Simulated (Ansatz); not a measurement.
# CsCd4Se3: a short molecular-dynamics run

What does CsCd4Se3 do over 30 steps of 1 fs at constant energy, with velocities drawn for 100 K? The cell is a randomly packed cell of 8 atoms, taken as it stands, without a relaxation.

Method: DFT PBE, plane waves, PAW, scalar-relativistic, no spin polarisation, in Ansatz 0.2.0.

## 1. The system as given

The cell holds 8 atoms (Cd4CsSe3): a = 7.171 Å, b = 7.099 Å, c = 5.483 Å, α = 88.16°, β = 90.71°, γ = 110.15°.

As a file:

```cif
data_structure
_symmetry_space_group_name_H-M 'P 1'
_symmetry_Int_Tables_number 1
_cell_length_a 7.1715
_cell_length_b 7.0987
_cell_length_c 5.4828
_cell_angle_alpha 88.159
_cell_angle_beta 90.712
_cell_angle_gamma 110.151
_cell_volume 261.90
loop_
_atom_site_label
_atom_site_type_symbol
_atom_site_fract_x
_atom_site_fract_y
_atom_site_fract_z
_atom_site_occupancy
Cs1 Cs 0.01718 0.80290 0.37681 1
Se1 Se 0.65356 0.41300 0.07419 1
Se2 Se 0.05654 0.49274 0.88597 1
Se3 Se 0.24493 0.37091 0.27159 1
Cd1 Cd 0.50825 0.58244 0.65425 1
Cd2 Cd 0.71842 0.03406 0.00756 1
Cd3 Cd 0.55331 0.02168 0.50770 1
Cd4 Cd 0.28746 0.14565 0.85856 1
```

## 2. The run

Contents of input.yaml:

```yaml
crystal:
  lattice:
    - [7.089901, -1.029413, -0.322378]
    - [-1.427778, 6.873869, 1.050024]
    - [0.086945, -0.631851, 5.445605]
  atoms:
    - { symbol: Cs, position: [0.017182, 0.802899, 0.376814] }
    - { symbol: Se, position: [0.653556, 0.413001, 0.07419] }
    - { symbol: Se, position: [0.056543, 0.492743, 0.885973] }
    - { symbol: Se, position: [0.244931, 0.370912, 0.271592] }
    - { symbol: Cd, position: [0.508248, 0.582443, 0.654253] }
    - { symbol: Cd, position: [0.718425, 0.034061, 0.007562] }
    - { symbol: Cd, position: [0.553308, 0.021682, 0.507695] }
    - { symbol: Cd, position: [0.287457, 0.145648, 0.858559] }
kpoints:
  mp_grid: { grid: [2, 2, 3] }
magnetization:
  spin_polarized: false
scf:
  occupations: { method: fermi_dirac, width: 0.1 }
hamiltonian:
  pseudopotentials: { kind: paw }
  xc: pbe
basis:
  ecutwfc: 420
md:
  timestep: 1.0
  n_steps: 30
  ensemble: nve
  temperature: 100.0
  initial_velocities: maxwell_boltzmann
  seed: 360364
```

On the command line:

```
> ansatz run input.yaml --threads 2 --pin off --max-ram 2560MiB --backend cpu --events-out ev --progress --plain --runs-dir out
```

Output:

```text
Warning: md: disabling space-group detection — thermal motion breaks the input geometry's symmetry, so no spatial operation reduces the k-mesh or symmetrises the density; time reversal is kept, so that k and −k are solved as one point where they differ and the mesh holds both, and exact exchange and, on two spinor components, a DFT+U term hold to it where the run has them: on two components no moment then forms, and a state that bears one, which a typed moment (crystal.atoms[].spin; refused beside efield: under a hybrid functional) reaches, can lie lower, under hf by electronvolts; crystal.symmetry.detect: false (a key that needs symmetry detection or time reversal refuses this as the deck is read) with time_reversal: false beside it drops time reversal too
Warning: RAYON_NUM_THREADS=2 ignored (pool sized by the plan → 2); use --threads N
Engine: ansatz 0.2.0, aarch64-unknown-linux-gnu
Pseudopotentials: kind: paw
Pseudopotential: Cs, paw, valence charge 9, recommended cutoff 420 eV (normal), Cs.paw.azcp
Pseudopotential: Se, paw, valence charge 16, recommended cutoff 420 eV (normal), Se.paw.azcp
Pseudopotential: Cd, paw, valence charge 20, recommended cutoff 420 eV (normal), Cd.paw.azcp
Functional definition: PBE
  parameter kappa = 0.804
  parameter beta = 0.06672455060314922
  exchange = pbe_x(kappa = kappa, mu = beta*pi^2/3)
  correlation = pbe_c(beta = beta)
Crystal: 8 atoms, lattice volume = 261.900 Å³
Basis set: ecut = 420 eV, 5115 PW (Γ), exchange–correlation on 96×96×80 points (8 copies of the dense FFT grid, shifted against one another)
Bands: 83, of which v1, the nominal top of the filled ones, is band 69 counted from 1 (68 counted from 0)
Symmetry: 1 space group operations
k-points: 8 of 12 (time reversal used)
Non-local potential: Cs, projectors of the file, l = 0: 3, l = 1: 2, l = 2: 2, l = 3: 2
Non-local potential: Se, projectors of the file, l = 0: 2, l = 1: 2, l = 2: 3, l = 3: 1
Non-local potential: Cd, projectors of the file, l = 0: 3, l = 1: 2, l = 2: 2, l = 3: 1
PAW form: soft (Blöchl's): semilocal exchange-correlation on the pseudo side does not see the compensation charge
PAW one-centre angular grid: Cs, 194 points (default); XC on 64 Gauss nodes
PAW one-centre angular grid: Se, 590 points (default); XC on 64 Gauss nodes
PAW one-centre angular grid: Cd, 590 points (default); XC on 64 Gauss nodes
Initial density: superposition of atomic densities (neutral atoms: chi_scale 0, normalization atom), corrected by the library's trained network
Initial wavefunctions: pseudopotential atomic-orbital guess
Functional: x = pbe(κ = 0.804, μ = 0.2195149727645171), c = pbe(β = 0.06672455060314922)
SCF iter   1: F=—  HF=-55095.925707 eV  |F-HF|=—  |Δ(HF+E_count)|=         —  Δρ=2.24e-3  dr2=2.33e-2  ethr=1.77e-3  ⟨swp⟩=6.2  Hψ=2389  notcnv=0  defer=10
preconditioner: auto → LDOS  [metal: Δε(μ)=0.055 eV  Ē_g=10.686 eV  σ=0.100 eV  W_gap=0.14  n_scr=60 (ndim 8)  ℏωp=19.6 eV  f_vac=0.101  D(μ)=4.41/eV (n_scr^D=22)  β→1.0]
SCF iter   2: F=—  HF=-55095.925740 eV  |F-HF|=—  |Δ(HF+E_count)|=   3.33e-5  Δρ=1.18e-3  dr2=4.16e-3  ethr=1.70e-5  ⟨swp⟩=2.1  Hψ=1063  notcnv=0  defer=14
SCF iter   3: F=—  HF=-55095.925026 eV  |F-HF|=—  |Δ(HF+E_count)|=   7.14e-4  Δρ=5.67e-4  dr2=1.17e-3  ethr=3.03e-6  ⟨swp⟩=2.0  Hψ=1159  notcnv=0  defer=14
SCF iter   4: F=—  HF=-55095.924756 eV  |F-HF|=—  |Δ(HF+E_count)|=   2.70e-4  Δρ=1.34e-4  dr2=1.14e-4  ethr=8.53e-7  ⟨swp⟩=2.0  Hψ=1155  notcnv=0  defer=14
SCF iter   5: F=—  HF=-55095.924762 eV  |F-HF|=—  |Δ(HF+E_count)|=   5.77e-6  Δρ=6.22e-5  dr2=1.37e-5  ethr=8.32e-8  ⟨swp⟩=2.0  Hψ=901  notcnv=0  defer=14
SCF iter   6: F=—  HF=-55095.924764 eV  |F-HF|=—  |Δ(HF+E_count)|=   2.26e-6  Δρ=1.32e-5  dr2=7.41e-7  ethr=9.99e-9  ⟨swp⟩=2.0  Hψ=1157  notcnv=0  defer=14
SCF iter   7: F=—  HF=-55095.924891 eV  |F-HF|=—  |Δ(HF+E_count)|=   1.27e-4  Δρ=4.45e-6  dr2=8.26e-8  ethr=5.41e-10  ⟨swp⟩=2.0  Hψ=799  notcnv=0  defer=14
SCF iter   8: F=-55095.924891 eV  HF=-55095.924891 eV  |F-HF|=1.20e-9  |Δ(HF+E_count)|=   1.50e-8  Δρ=1.30e-6  dr2=5.89e-9  ethr=5.84e-12  ⟨swp⟩=3.0  Hψ=2311  notcnv=0
SCF 1 converged in 8 iterations: F = -55095.924891 eV  dr2 = 5.89e-9
md step     0: t =     0.00 fs  T =   100.0 K  F+E_penalty+E_count = -55095.92489110 eV  E_kin = 0.090482 eV  conserved = -55095.83440910 eV  (8 SCF iters)
Initial density: handed on by an earlier stage of this run
Initial wavefunctions: those handed on with the density
iter 1 solved again at ethr=1.24e-7 eV; its pass at ethr=3.10e-3 eV (dr2=1.70e-4 eV) is discarded
SCF iter   1: F=—  HF=-55095.923605 eV  |F-HF|=—  |Δ(HF+E_count)|=         —  Δρ=1.72e-4  dr2=1.23e-4  ethr=1.24e-7  ⟨swp⟩=2.9  Hψ=2579  notcnv=0
preconditioner: auto → LDOS  [metal: Δε(μ)=0.056 eV  Ē_g=10.674 eV  σ=0.100 eV  W_gap=0.14  n_scr=60 (ndim 8)  ℏωp=19.6 eV  f_vac=0.104  D(μ)=4.44/eV (n_scr^D=22)  β→1.0]
SCF iter   2: F=—  HF=-55095.923610 eV  |F-HF|=—  |Δ(HF+E_count)|=   5.54e-6  Δρ=1.19e-4  dr2=5.92e-5  ethr=9.00e-8  ⟨swp⟩=2.0  Hψ=1095  notcnv=0
SCF iter   3: F=—  HF=-55095.923612 eV  |F-HF|=—  |Δ(HF+E_count)|=   1.93e-6  Δρ=2.06e-5  dr2=3.05e-6  ethr=4.32e-8  ⟨swp⟩=2.0  Hψ=1079  notcnv=0
SCF iter   4: F=—  HF=-55095.923706 eV  |F-HF|=—  |Δ(HF+E_count)|=   9.37e-5  Δρ=1.01e-5  dr2=5.45e-7  ethr=2.22e-9  ⟨swp⟩=2.0  Hψ=934  notcnv=0
SCF iter   5: F=—  HF=-55095.923706 eV  |F-HF|=—  |Δ(HF+E_count)|=   1.06e-7  Δρ=2.96e-6  dr2=3.15e-8  ethr=3.98e-10  ⟨swp⟩=2.0  Hψ=930  notcnv=0
SCF iter   6: F=-55095.923706 eV  HF=-55095.923706 eV  |F-HF|=2.28e-9  |Δ(HF+E_count)|=   4.17e-9  Δρ=1.16e-6  dr2=3.63e-9  ethr=5.84e-12  ⟨swp⟩=4.0  Hψ=2218  notcnv=0
SCF 2 converged in 6 iterations: F = -55095.923706 eV  dr2 = 3.63e-9
md step     1: t =     1.00 fs  T =    98.7 K  F+E_penalty+E_count = -55095.92370556 eV  E_kin = 0.089296 eV  conserved = -55095.83440913 eV  (6 SCF iters)
iter 1 solved again at ethr=1.22e-7 eV; its pass at ethr=3.10e-3 eV (dr2=1.67e-4 eV) is discarded
SCF iter   1: F=—  HF=-55095.922567 eV  |F-HF|=—  |Δ(HF+E_count)|=         —  Δρ=1.69e-4  dr2=1.20e-4  ethr=1.22e-7  ⟨swp⟩=2.9  Hψ=2497  notcnv=0
preconditioner: auto → LDOS  [metal: Δε(μ)=0.054 eV  Ē_g=10.674 eV  σ=0.100 eV  W_gap=0.13  n_scr=60 (ndim 8)  ℏωp=19.6 eV  f_vac=0.104  D(μ)=4.44/eV (n_scr^D=22)  β→1.0]
SCF iter   2: F=—  HF=-55095.922586 eV  |F-HF|=—  |Δ(HF+E_count)|=   1.80e-5  Δρ=1.18e-4  dr2=5.77e-5  ethr=8.77e-8  ⟨swp⟩=2.0  Hψ=1095  notcnv=0
SCF iter   3: F=—  HF=-55095.922521 eV  |F-HF|=—  |Δ(HF+E_count)|=   6.46e-5  Δρ=2.04e-5  dr2=3.00e-6  ethr=4.21e-8  ⟨swp⟩=2.0  Hψ=1063  notcnv=0
SCF iter   4: F=—  HF=-55095.922620 eV  |F-HF|=—  |Δ(HF+E_count)|=   9.89e-5  Δρ=9.90e-6  dr2=5.34e-7  ethr=2.19e-9  ⟨swp⟩=2.0  Hψ=934  notcnv=0
SCF iter   5: F=—  HF=-55095.922620 eV  |F-HF|=—  |Δ(HF+E_count)|=   1.03e-7  Δρ=2.92e-6  dr2=3.06e-8  ethr=3.90e-10  ⟨swp⟩=2.0  Hψ=930  notcnv=0
SCF iter   6: F=-55095.922620 eV  HF=-55095.922620 eV  |F-HF|=2.29e-9  |Δ(HF+E_count)|=   4.22e-9  Δρ=1.15e-6  dr2=3.60e-9  ethr=5.84e-12  ⟨swp⟩=4.0  Hψ=2237  notcnv=0
SCF 3 converged in 6 iterations: F = -55095.922620 eV  dr2 = 3.60e-9
md step     2: t =     2.00 fs  T =    97.5 K  F+E_penalty+E_count = -55095.92261972 eV  E_kin = 0.088211 eV  conserved = -55095.83440906 eV  (6 SCF iters)
iter 1 solved again at ethr=8.17e-8 eV; its pass at ethr=3.10e-3 eV (dr2=1.12e-4 eV) is discarded
SCF iter   1: F=—  HF=-55095.921551 eV  |F-HF|=—  |Δ(HF+E_count)|=         —  Δρ=1.65e-4  dr2=1.15e-4  ethr=8.17e-8  ⟨swp⟩=1.0  Hψ=1929  notcnv=0
preconditioner: auto → LDOS  [metal: Δε(μ)=0.052 eV  Ē_g=10.674 eV  σ=0.100 eV  W_gap=0.13  n_scr=60 (ndim 8)  ℏωp=19.6 eV  f_vac=0.104  D(μ)=4.44/eV (n_scr^D=22)  β→1.0]
SCF iter   2: F=—  HF=-55095.921556 eV  |F-HF|=—  |Δ(HF+E_count)|=   5.33e-6  Δρ=1.13e-4  dr2=5.31e-5  ethr=8.17e-8  ⟨swp⟩=2.2  Hψ=1086  notcnv=0
SCF iter   3: F=—  HF=-55095.921571 eV  |F-HF|=—  |Δ(HF+E_count)|=   1.42e-5  Δρ=2.02e-5  dr2=2.94e-6  ethr=3.88e-8  ⟨swp⟩=2.0  Hψ=1071  notcnv=0
SCF iter   4: F=—  HF=-55095.921633 eV  |F-HF|=—  |Δ(HF+E_count)|=   6.19e-5  Δρ=9.83e-6  dr2=5.19e-7  ethr=2.15e-9  ⟨swp⟩=2.0  Hψ=934  notcnv=0
SCF iter   5: F=—  HF=-55095.921632 eV  |F-HF|=—  |Δ(HF+E_count)|=   1.02e-7  Δρ=2.83e-6  dr2=2.89e-8  ethr=3.79e-10  ⟨swp⟩=2.0  Hψ=930  notcnv=0
SCF iter   6: F=-55095.921632 eV  HF=-55095.921632 eV  |F-HF|=2.24e-9  |Δ(HF+E_count)|=   3.65e-9  Δρ=1.14e-6  dr2=3.51e-9  ethr=5.84e-12  ⟨swp⟩=4.0  Hψ=2211  notcnv=0
SCF 4 converged in 6 iterations: F = -55095.921632 eV  dr2 = 3.51e-9
md step     3: t =     3.00 fs  T =    96.4 K  F+E_penalty+E_count = -55095.92163243 eV  E_kin = 0.087223 eV  conserved = -55095.83440899 eV  (6 SCF iters)
iter 1 solved again at ethr=7.98e-8 eV; its pass at ethr=3.10e-3 eV (dr2=1.09e-4 eV) is discarded
SCF iter   1: F=—  HF=-55095.920682 eV  |F-HF|=—  |Δ(HF+E_count)|=         —  Δρ=1.63e-4  dr2=1.12e-4  ethr=7.98e-8  ⟨swp⟩=1.0  Hψ=1929  notcnv=0
preconditioner: auto → LDOS  [metal: Δε(μ)=0.050 eV  Ē_g=10.674 eV  σ=0.100 eV  W_gap=0.12  n_scr=60 (ndim 8)  ℏωp=19.6 eV  f_vac=0.105  D(μ)=4.45/eV (n_scr^D=22)  β→1.0]
SCF iter   2: F=—  HF=-55095.920684 eV  |F-HF|=—  |Δ(HF+E_count)|=   1.89e-6  Δρ=1.12e-4  dr2=5.19e-5  ethr=7.98e-8  ⟨swp⟩=2.2  Hψ=1086  notcnv=0
SCF iter   3: F=—  HF=-55095.920628 eV  |F-HF|=—  |Δ(HF+E_count)|=   5.55e-5  Δρ=2.00e-5  dr2=2.86e-6  ethr=3.79e-8  ⟨swp⟩=2.0  Hψ=1071  notcnv=0
SCF iter   4: F=—  HF=-55095.920743 eV  |F-HF|=—  |Δ(HF+E_count)|=   1.15e-4  Δρ=9.72e-6  dr2=5.09e-7  ethr=2.09e-9  ⟨swp⟩=2.0  Hψ=934  notcnv=0
SCF iter   5: F=—  HF=-55095.920743 eV  |F-HF|=—  |Δ(HF+E_count)|=   9.99e-8  Δρ=2.82e-6  dr2=2.91e-8  ethr=3.72e-10  ⟨swp⟩=2.0  Hψ=930  notcnv=0
SCF iter   6: F=-55095.920743 eV  HF=-55095.920743 eV  |F-HF|=2.21e-9  |Δ(HF+E_count)|=   3.72e-9  Δρ=1.13e-6  dr2=3.44e-9  ethr=5.84e-12  ⟨swp⟩=4.0  Hψ=2211  notcnv=0
SCF 5 converged in 6 iterations: F = -55095.920743 eV  dr2 = 3.44e-9
md step     4: t =     4.00 fs  T =    95.4 K  F+E_penalty+E_count = -55095.92074255 eV  E_kin = 0.086334 eV  conserved = -55095.83440892 eV  (6 SCF iters)
iter 1 solved again at ethr=2.82e-12 eV; its pass at ethr=3.10e-3 eV (dr2=3.87e-9 eV) is discarded
SCF iter   1: F=—  HF=-55095.919951 eV  |F-HF|=—  |Δ(HF+E_count)|=         —  Δρ=1.19e-6  dr2=3.89e-9  ethr=2.82e-12  ⟨swp⟩=2.4  Hψ=1960  notcnv=0
preconditioner: auto → LDOS  [metal: Δε(μ)=0.048 eV  Ē_g=10.674 eV  σ=0.100 eV  W_gap=0.12  n_scr=60 (ndim 8)  ℏωp=19.6 eV  f_vac=0.105  D(μ)=4.45/eV (n_scr^D=22)  β→1.0]
SCF iter   2: F=-55095.919949 eV  HF=-55095.919949 eV  |F-HF|=1.31e-9  |Δ(HF+E_count)|=   1.56e-6  Δρ=8.45e-7  dr2=1.68e-9  ethr=2.82e-12  ⟨swp⟩=4.0  Hψ=2051  notcnv=0
SCF 6 converged in 2 iterations: F = -55095.919949 eV  dr2 = 1.68e-9
md step     5: t =     5.00 fs  T =    94.5 K  F+E_penalty+E_count = -55095.91994899 eV  E_kin = 0.085540 eV  conserved = -55095.83440890 eV  (2 SCF iters)
SCF iter   1: F=—  HF=-55095.919251 eV  |F-HF|=—  |Δ(HF+E_count)|=         —  Δρ=4.39e-6  dr2=4.64e-8  ethr=5.84e-11  ⟨swp⟩=2.5  Hψ=856  notcnv=0  defer=3
preconditioner: auto → LDOS  [metal: Δε(μ)=0.045 eV  Ē_g=10.674 eV  σ=0.100 eV  W_gap=0.11  n_scr=60 (ndim 8)  ℏωp=19.6 eV  f_vac=0.105  D(μ)=4.45/eV (n_scr^D=22)  β→1.0]
SCF iter   2: F=—  HF=-55095.919251 eV  |F-HF|=—  |Δ(HF+E_count)|=   5.20e-9  Δρ=4.44e-6  dr2=4.88e-8  ethr=3.39e-11  ⟨swp⟩=2.0  Hψ=1303  notcnv=0  defer=3
SCF iter   3: F=-55095.919251 eV  HF=-55095.919251 eV  |F-HF|=5.28e-9  |Δ(HF+E_count)|=   1.44e-8  Δρ=1.53e-6  dr2=5.79e-9  ethr=5.84e-12  ⟨swp⟩=2.8  Hψ=2347  notcnv=0
SCF 7 converged in 3 iterations: F = -55095.919251 eV  dr2 = 5.79e-9
md step     6: t =     6.00 fs  T =    93.8 K  F+E_penalty+E_count = -55095.91925070 eV  E_kin = 0.084842 eV  conserved = -55095.83440897 eV  (3 SCF iters)
SCF iter   1: F=—  HF=-55095.918647 eV  |F-HF|=—  |Δ(HF+E_count)|=         —  Δρ=8.06e-6  dr2=1.60e-7  ethr=3.39e-10  ⟨swp⟩=1.6  Hψ=922  notcnv=0  defer=12
preconditioner: auto → LDOS  [metal: Δε(μ)=0.043 eV  Ē_g=10.674 eV  σ=0.100 eV  W_gap=0.11  n_scr=60 (ndim 8)  ℏωp=19.6 eV  f_vac=0.105  D(μ)=4.45/eV (n_scr^D=22)  β→1.0]
SCF iter   2: F=-55095.918647 eV  HF=-55095.918647 eV  |F-HF|=1.13e-9  |Δ(HF+E_count)|=   4.80e-8  Δρ=7.20e-7  dr2=1.38e-9  ethr=5.84e-12  ⟨swp⟩=2.9  Hψ=2696  notcnv=0
SCF 8 converged in 2 iterations: F = -55095.918647 eV  dr2 = 1.38e-9
md step     7: t =     7.00 fs  T =    93.1 K  F+E_penalty+E_count = -55095.91864665 eV  E_kin = 0.084238 eV  conserved = -55095.83440907 eV  (2 SCF iters)
SCF iter   1: F=—  HF=-55095.918136 eV  |F-HF|=—  |Δ(HF+E_count)|=         —  Δρ=6.39e-6  dr2=1.04e-7  ethr=1.17e-9  ⟨swp⟩=1.2  Hψ=845  notcnv=0  defer=13
preconditioner: auto → LDOS  [metal: Δε(μ)=0.041 eV  Ē_g=10.675 eV  σ=0.100 eV  W_gap=0.10  n_scr=60 (ndim 8)  ℏωp=19.6 eV  f_vac=0.105  D(μ)=4.45/eV (n_scr^D=22)  β→1.0]
SCF iter   2: F=—  HF=-55095.918136 eV  |F-HF|=—  |Δ(HF+E_count)|=  3.64e-10  Δρ=6.22e-6  dr2=8.96e-8  ethr=7.61e-11  ⟨swp⟩=2.0  Hψ=1302  notcnv=0  defer=13
SCF iter   3: F=-55095.918136 eV  HF=-55095.918136 eV  |F-HF|=4.20e-9  |Δ(HF+E_count)|=   2.93e-8  Δρ=1.38e-6  dr2=4.60e-9  ethr=5.84e-12  ⟨swp⟩=2.8  Hψ=2411  notcnv=0
SCF 9 converged in 3 iterations: F = -55095.918136 eV  dr2 = 4.60e-9
md step     8: t =     8.00 fs  T =    92.5 K  F+E_penalty+E_count = -55095.91813583 eV  E_kin = 0.083727 eV  conserved = -55095.83440916 eV  (3 SCF iters)
SCF iter   1: F=—  HF=-55095.917717 eV  |F-HF|=—  |Δ(HF+E_count)|=         —  Δρ=6.94e-6  dr2=1.22e-7  ethr=7.61e-10  ⟨swp⟩=1.0  Hψ=832  notcnv=0  defer=14
preconditioner: auto → LDOS  [metal: Δε(μ)=0.039 eV  Ē_g=10.675 eV  σ=0.100 eV  W_gap=0.10  n_scr=60 (ndim 8)  ℏωp=19.6 eV  f_vac=0.105  D(μ)=4.45/eV (n_scr^D=22)  β→1.0]
SCF iter   2: F=-55095.917717 eV  HF=-55095.917717 eV  |F-HF|=1.40e-9  |Δ(HF+E_count)|=   3.66e-8  Δρ=7.57e-7  dr2=1.59e-9  ethr=5.84e-12  ⟨swp⟩=2.5  Hψ=2540  notcnv=0
SCF 10 converged in 2 iterations: F = -55095.917717 eV  dr2 = 1.59e-9
md step     9: t =     9.00 fs  T =    92.1 K  F+E_penalty+E_count = -55095.91771727 eV  E_kin = 0.083308 eV  conserved = -55095.83440924 eV  (2 SCF iters)
iter 1 solved again at ethr=6.69e-8 eV; its pass at ethr=3.10e-3 eV (dr2=9.16e-5 eV) is discarded
SCF iter   1: F=—  HF=-55095.917331 eV  |F-HF|=—  |Δ(HF+E_count)|=         —  Δρ=1.50e-4  dr2=9.36e-5  ethr=6.69e-8  ⟨swp⟩=1.9  Hψ=1945  notcnv=0
preconditioner: auto → LDOS  [metal: Δε(μ)=0.036 eV  Ē_g=10.675 eV  σ=0.100 eV  W_gap=0.09  n_scr=60 (ndim 8)  ℏωp=19.6 eV  f_vac=0.105  D(μ)=4.46/eV (n_scr^D=22)  β→1.0]
SCF iter   2: F=—  HF=-55095.917311 eV  |F-HF|=—  |Δ(HF+E_count)|=   2.00e-5  Δρ=1.03e-4  dr2=4.36e-5  ethr=6.69e-8  ⟨swp⟩=2.4  Hψ=1086  notcnv=0
SCF iter   3: F=—  HF=-55095.917300 eV  |F-HF|=—  |Δ(HF+E_count)|=   1.15e-5  Δρ=1.89e-5  dr2=2.49e-6  ethr=3.18e-8  ⟨swp⟩=2.0  Hψ=1071  notcnv=0
SCF iter   4: F=—  HF=-55095.917390 eV  |F-HF|=—  |Δ(HF+E_count)|=   9.05e-5  Δρ=9.11e-6  dr2=4.48e-7  ethr=1.82e-9  ⟨swp⟩=2.0  Hψ=934  notcnv=0
SCF iter   5: F=—  HF=-55095.917390 eV  |F-HF|=—  |Δ(HF+E_count)|=   8.67e-8  Δρ=2.78e-6  dr2=2.91e-8  ethr=3.27e-10  ⟨swp⟩=2.0  Hψ=930  notcnv=0
SCF iter   6: F=-55095.917390 eV  HF=-55095.917390 eV  |F-HF|=1.98e-9  |Δ(HF+E_count)|=   4.19e-9  Δρ=1.08e-6  dr2=3.17e-9  ethr=5.84e-12  ⟨swp⟩=4.0  Hψ=2229  notcnv=0
SCF 11 converged in 6 iterations: F = -55095.917390 eV  dr2 = 3.17e-9
md step    10: t =    10.00 fs  T =    91.7 K  F+E_penalty+E_count = -55095.91739001 eV  E_kin = 0.082981 eV  conserved = -55095.83440924 eV  (6 SCF iters)
SCF iter   1: F=—  HF=-55095.917153 eV  |F-HF|=—  |Δ(HF+E_count)|=         —  Δρ=4.05e-6  dr2=5.78e-8  ethr=8.88e-10  ⟨swp⟩=3.0  Hψ=935  notcnv=0  defer=5
preconditioner: auto → LDOS  [metal: Δε(μ)=0.035 eV  Ē_g=10.675 eV  σ=0.100 eV  W_gap=0.09  n_scr=60 (ndim 8)  ℏωp=19.6 eV  f_vac=0.105  D(μ)=4.45/eV (n_scr^D=22)  β→1.0]
```

[end of part 1 of 2]
